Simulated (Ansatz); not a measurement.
# InCNF2 (SMILES N#[C][In]([F])[F]): levels of theory compared

Aim: a comparison of 6 runs (HF/STO-3G, HF/def2-SVPD, BHLYP/def2-SVPD, BLYP/def2-SVPD, CAM-B3LYP/def2-SVPD, MP2/def2-SVPD) of InCNF2. 

The results are computed with Ansatz 0.2.0.

45 further runs of the same task are left out: 1 that didn't finish, 44 set aside as unsound or not needed. Runs told in other sessions of the task aren't counted.

## 1. The molecule

InCNF2: 5 atoms, total charge 0, spin state singlet. As SMILES, `N#[C][In]([F])[F]`. One bond was lengthened or shortened from a relaxed shape.

Bond lengths: N1–C2 1.497 Å, C2–In3 2.072 Å, In3–F4 1.919 Å, In3–F5 1.919 Å. Angles: N1–C2–In3 180.0°, C2–In3–F4 123.5°, C2–In3–F5 123.5°, F4–In3–F5 112.9°.

## 2. The energy at HF/STO-3G (run 1)

Contents of input.yaml:

```yaml
basis:
  gaussian:
    orbitals: STO-3G
crystal:
  periodic: [false, false, false]
  atoms:
    - {symbol: N, position_ang: [1.469914, -1.802751, 1.802881]}
    - {symbol: C, position_ang: [0.724900, -0.890300, 0.878600]}
    - {symbol: In, position_ang: [-0.306000, 0.372300, -0.400300]}
    - {symbol: F, position_ang: [-1.872100, -0.154800, -1.375500]}
    - {symbol: F, position_ang: [0.205100, 2.191400, -0.733700]}
total_charge: 0
hamiltonian:
  xc: hf
accuracy: high
output: {orbitals: {seedname: orbitals}}
```

Command:

```
ansatz run input.yaml --threads 1 --pin off --max-ram 3480MiB --events-out events.jsonl --progress --plain --runs-dir runs
```

Standard output:

```text
Warning: RAYON_NUM_THREADS=1 ignored (pool sized by the plan → 1); use --threads N
Functional definition: HF
  name "HF"
  exchange = exact_x
  correlation = 0
916 factors; integrals over basis functions are off by at most 1.9e-8 eV
mean field evaluation 1: about -162439.8572 eV, gradient 5.4e1 eV
mean field evaluation 2: about -162439.9146 eV, gradient 5.4e1 eV
mean field evaluation 4: about -162449.8963 eV, gradient 7.1e0 eV
mean field evaluation 8: about -162450.1361 eV, gradient 4.4e-1 eV
mean field evaluation 16: about -162450.1932 eV, gradient 1.0e-1 eV
mean field evaluation 32: about -162450.1900 eV, gradient 3.7e-1 eV
mean field evaluation 64: about -162444.5636 eV, gradient 2.7e0 eV
mean field evaluation 96: about -162450.1932 eV, gradient 3.0e-7 eV
mean field -162450.19321150 eV, -5969.9344878267 hartree, gradient 2.1e-8 eV, S^2 0.000000; 1 other end points of the search recorded, 0 dependent functions left out
reference -162450.19321150 eV, -5969.9344878267 hartree; 40, 40 occupied and 7, 7 virtual orbitals, 916 factors
Total energy: -162450.19321150 eV, -5969.9344878267 hartree
```

Run time: 2.1 s. Hardware: 1 thread of Arm Neoverse V1, shared host; peak memory 0.13 GiB.

## 3. A single-point energy at HF/def2-SVPD (core potential) (run 2)

Contents of in.yaml:

```yaml
crystal:
  periodic: [false, false, false]
  atoms:
    - {symbol: N, position_ang: [1.469914, -1.802751, 1.802881]}
    - {symbol: C, position_ang: [0.724900, -0.890300, 0.878600]}
    - {symbol: In, position_ang: [-0.306000, 0.372300, -0.400300]}
    - {symbol: F, position_ang: [-1.872100, -0.154800, -1.375500]}
    - {symbol: F, position_ang: [0.205100, 2.191400, -0.733700]}
basis:
  gaussian:
    orbitals: def2-SVPD
magnetization:
  spin_polarized: false
  initial_magnetization: 0
hamiltonian:
  xc: hf
accuracy: high
output:
  orbitals: {seedname: orbitals}
```

Command:

```
ansatz run in.yaml --threads 1 --pin off --max-ram 3480MiB --events-out events.jsonl --progress --plain --runs-dir runs
```

Standard output:

```text
Warning: RAYON_NUM_THREADS=1 ignored (pool sized by the plan → 1); use --threads N
[... 4 set-up lines as earlier in the session ...]
2505 factors; integrals over basis functions are off by at most 2.7e-9 eV
mean field evaluation 1: about -13056.3660 eV, gradient 5.3e1 eV
mean field evaluation 2: about -13056.4774 eV, gradient 5.3e1 eV
mean field evaluation 4: about -13062.0737 eV, gradient 1.5e1 eV
mean field evaluation 8: about -13062.6224 eV, gradient 1.1e0 eV
mean field evaluation 16: about -13062.6418 eV, gradient 2.7e-7 eV
mean field evaluation 32: about -13062.6362 eV, gradient 1.9e-1 eV
mean field evaluation 64: about -13025.5990 eV, gradient 6.3e1 eV
mean field evaluation 96: about -13062.6370 eV, gradient 2.2e-1 eV
mean field evaluation 128: about -13062.6418 eV, gradient 9.0e-4 eV
mean field -13062.64185000 eV, -480.0432338108 hartree, gradient 9.7e-8 eV, S^2 0.000000; 1 other end points of the search recorded, 0 dependent functions left out
reference -13062.64185000 eV, -480.0432338108 hartree; 26, 26 occupied and 92, 92 virtual orbitals, 2505 factors
Total energy: -13062.64185000 eV, -480.0432338108 hartree
```

Wall time 15 s (1 thread of Arm Neoverse V1, shared host); peak memory 0.42 GiB.

Runs 3 to 5 aren't shown in full; the table further down has their settings and results.

## 4. The energy at MP2/def2-SVPD (core potential) (run 6)

Contents of input.yaml:

```yaml
crystal:
  periodic: [false, false, false]
  atoms:
    - symbol: "N"
      position_ang: [1.469914, -1.802751, 1.802881]
    - symbol: C
      position_ang: [0.724900, -0.890300, 0.878600]
    - symbol: In
      position_ang: [-0.306000, 0.372300, -0.400300]
    - symbol: F
      position_ang: [-1.872100, -0.154800, -1.375500]
    - symbol: F
      position_ang: [0.205100, 2.191400, -0.733700]
basis:
  gaussian:
    orbitals: def2-SVPD
correlation:
  method: mp2
  frozen_orbitals: {C: 1, F: 1, In: 4, "N": 1}
accuracy: high
```

Command:

```
ansatz run input.yaml --threads 1 --pin off --max-ram 3480MiB --events-out events.jsonl --progress --plain --runs-dir runs
```

Standard output:

```text
Warning: RAYON_NUM_THREADS=1 ignored (pool sized by the plan → 1); use --threads N
[... 4 set-up lines as earlier in the session ...]
2505 factors; integrals over basis functions are off by at most 2.7e-9 eV
mean field evaluation 1: about -13056.3660 eV, gradient 5.3e1 eV
mean field evaluation 2: about -13056.4774 eV, gradient 5.3e1 eV
mean field evaluation 4: about -13062.0737 eV, gradient 1.5e1 eV
mean field evaluation 8: about -13062.6224 eV, gradient 1.1e0 eV
mean field evaluation 16: about -13062.6418 eV, gradient 2.7e-7 eV
mean field evaluation 32: about -13062.5486 eV, gradient 1.0e0 eV
mean field -13062.64185000 eV, -480.0432338108 hartree, gradient 9.7e-8 eV, S^2 0.000000; 5 other end points of the search recorded, 0 dependent functions left out; unrestricted orbitals would lower it
mean field evaluation 64: about -13062.6498 eV, gradient 1.0e1 eV
unrestricted determinant -13064.90974125 eV, -480.1265772771 hartree, S^2 1.5208
8 core orbitals not correlated: weight in the atoms' cores, before any rotation towards them, 1.000 or more for the frozen orbitals, at most 0.000 for the correlated occupied ones
reference -13062.64185000 eV, -480.0432338108 hartree; 18, 18 occupied and 92, 92 virtual orbitals, 2505 factors
second order -23.53606531 eV of doubles, -0.00000000 eV of singles
Total energy: -13086.17791531 eV, -480.9081682578 hartree
```

It took 20 s on 1 thread of Arm Neoverse V1, shared host; peak memory 0.46 GiB.

## 5. The series

```
run                                 level  core potential  frozen core orbitals   energy (Eh)  HOMO energy (eV)  LUMO energy (eV)  HOMO–LUMO gap (eV)  wall time
  1                             HF/STO-3G            none                     –  -5969.934488             -7.20              4.88               12.08      2.1 s
  2         HF/def2-SVPD (core potential)       def2-SVPD                     –   -480.043234            -11.75             -0.53               11.23       15 s
  3      BHLYP/def2-SVPD (core potential)       def2-SVPD                     –   -482.126805            -10.41             -2.90                7.51       16 s
  4       BLYP/def2-SVPD (core potential)       def2-SVPD                     –   -482.312730             -8.05             -4.49                3.56       11 s
  5  CAM-B3LYP/def2-SVPD (core potential)       def2-SVPD                     –   -482.242810            -10.75             -2.73                8.02       15 s
  6        MP2/def2-SVPD (core potential)       def2-SVPD                     8   -480.908168                 –                 –                   –       20 s
```

## 6. Results

| quantity | value |
| --- | --- |
| run 6: total energy | -480.90817 Eh |
| run 6: correlation energy (8 core orbitals frozen) | -864.9 mEh |

In words: Over runs 1, 2, 3, 4, 5 the HOMO–LUMO gap runs from 3.56 eV (BLYP/def2-SVPD) to 12.08 eV (HF/STO-3G). The two ends differ in method and basis and core potential. Totals of different functionals can't be ranked against each other. Some runs of one species differ in core potentials or relativity; totals across that change don't compare. In run 6 the log says that unrestricted orbitals would lower the reference, so the values rest on an unstable closed-shell determinant (other closed-shell runs at this shape may share the fault). In run 1 the basis is minimal, so the values are rough. In run 1 relativity is left out where basis or elements ask for it. All runs together took 79 s, the longest 20 s.
